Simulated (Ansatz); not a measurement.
**C3H7BO: a ladder of functionals and wavefunction methods**

Aim: compute C3H7BO with functionals from several rungs and with coupled cluster, and see how far each lands from CCSD(T) at the basis-set limit for the atomisation energy.

Computed with Ansatz 0.2.0, Gaussian basis. Level: functionals in def2-TZVPP, the program's frozen cores in correlated methods.

Levels to be run: PBE-D4, r2SCAN-D4, PBE0-D4, B3LYP-D4, ωB97X-V, ωB97M-V, B2PLYP; CCSD(T)/def2-TZVPP; MP2/def2-QZVPP; extrapolation to the limit.

### Step 1. The relaxed structure

An earlier PBE0-D4 in a triple-zeta def2 set relaxation fixed the geometry.

SMILES `BCC1CO1`, 12 atoms, charge 0, spin multiplicity 1.

Atoms are counted from 1 here; the program's logs count them from 0.

Bond lengths: B1–C2 1.554 Å, B1–H6 1.197 Å, B1–H7 1.198 Å, C2–C3 1.499 Å, C2–H8 1.107 Å, C2–H9 1.095 Å, C3–C4 1.459 Å, C3–O5 1.420 Å, C3–H10 1.090 Å, C4–O5 1.420 Å, C4–H11 1.087 Å, C4–H12 1.088 Å. Angles: C2–B1–H6 120.0°, C2–B1–H7 121.0°, H6–B1–H7 118.8°, B1–C2–C3 116.6°, B1–C2–H8 102.5°, B1–C2–H9 112.4°, C3–C2–H8 109.0°, C3–C2–H9 110.8°, H8–C2–H9 104.4°, C2–C3–C4 122.8°, C2–C3–O5 115.9°, C2–C3–H10 115.3°, C4–C3–O5 59.1°, C4–C3–H10 117.5°, O5–C3–H10 113.4°, C3–C4–O5 59.1°, C3–C4–H11 120.2°, C3–C4–H12 119.1° and more.

### Step 2. PBE-D4 (GGA)

File in.yaml:

```yaml
crystal:
  periodic: [false, false, false]
  atoms:
    - {symbol: B, position_ang: [-0.289459, 1.861478, 0.684249]}
    - {symbol: C, position_ang: [-0.608988, 0.369846, 0.388099]}
    - {symbol: C, position_ang: [0.545670, -0.496218, -0.017279]}
    - {symbol: C, position_ang: [0.397081, -1.646432, -0.901863]}
    - {symbol: O, position_ang: [0.929228, -0.421293, -1.382796]}
    - {symbol: H, position_ang: [-1.175684, 2.664047, 0.742365]}
    - {symbol: H, position_ang: [0.828612, 2.216943, 0.925914]}
    - {symbol: H, position_ang: [-1.005749, 0.012428, 1.358111]}
    - {symbol: H, position_ang: [-1.446602, 0.253044, -0.307897]}
    - {symbol: H, position_ang: [1.391285, -0.497015, 0.670841]}
    - {symbol: H, position_ang: [1.103808, -2.471227, -0.849628]}
    - {symbol: H, position_ang: [-0.592303, -1.900702, -1.276217]}
basis:
  gaussian: {orbitals: def2-TZVPP}
hamiltonian: {xc: pbe, dispersion: d4}
output: {forces: true, orbitals: {seedname: orbitals}}
```

Run with:

```bash
$ ansatz run in.yaml --threads 4 --pin off --events-out ev --progress --plain --max-ram 10444MiB
```

Further steps of the session: r2SCAN-D4 (meta-GGA); PBE0-D4 (hybrid); B3LYP-D4 (hybrid); ωB97X-V (range-separated); ωB97M-V (range-separated); B2PLYP (double hybrid); CCSD(T) in def2-TZVPP; MP2 in def2-QZVPP.

Before running them: what should the planned runs give, taken together? Wanted: atomisation energy, CCSD(T)/CBS; farthest; mean size of error, hybrid; mean size of error, range-separated; gap, smallest and largest; T1 diagnostic; triples share of the correlation energy.

As calculated:

```
                               quantity                                 value
        atomisation energy, CCSD(T)/CBS                         4672.2 kJ/mol
 functionals within 23.4 kJ/mol (0.5 %)                              B3LYP-D4
                               farthest                PBE-D4 (+136.5 kJ/mol)
             mean size of error, hybrid                           36.8 kJ/mol
    mean size of error, range-separated                           32.0 kJ/mol
              gap, smallest and largest  3.72 eV (PBE-D4), 11.12 eV (ωB97X-V)
                          T1 diagnostic                                0.0109
triples share of the correlation energy                                 3.9 %
```

**Reading.** PBE-D4 is off by +136.5 kJ/mol. Double hybrids carry the basis error of their MP2 part in triple zeta, and no dispersion term here, so their miss is partly the set-up's. Misses under about 23.4 kJ/mol are within the doubt on the reference itself, which lacks core-valence correlation, relativity and higher excitations. Hartree-Fock recovers 74 % of the binding; the rest is correlation. Orbital gaps span 3.7 to 11.1 eV; exact exchange widens them.
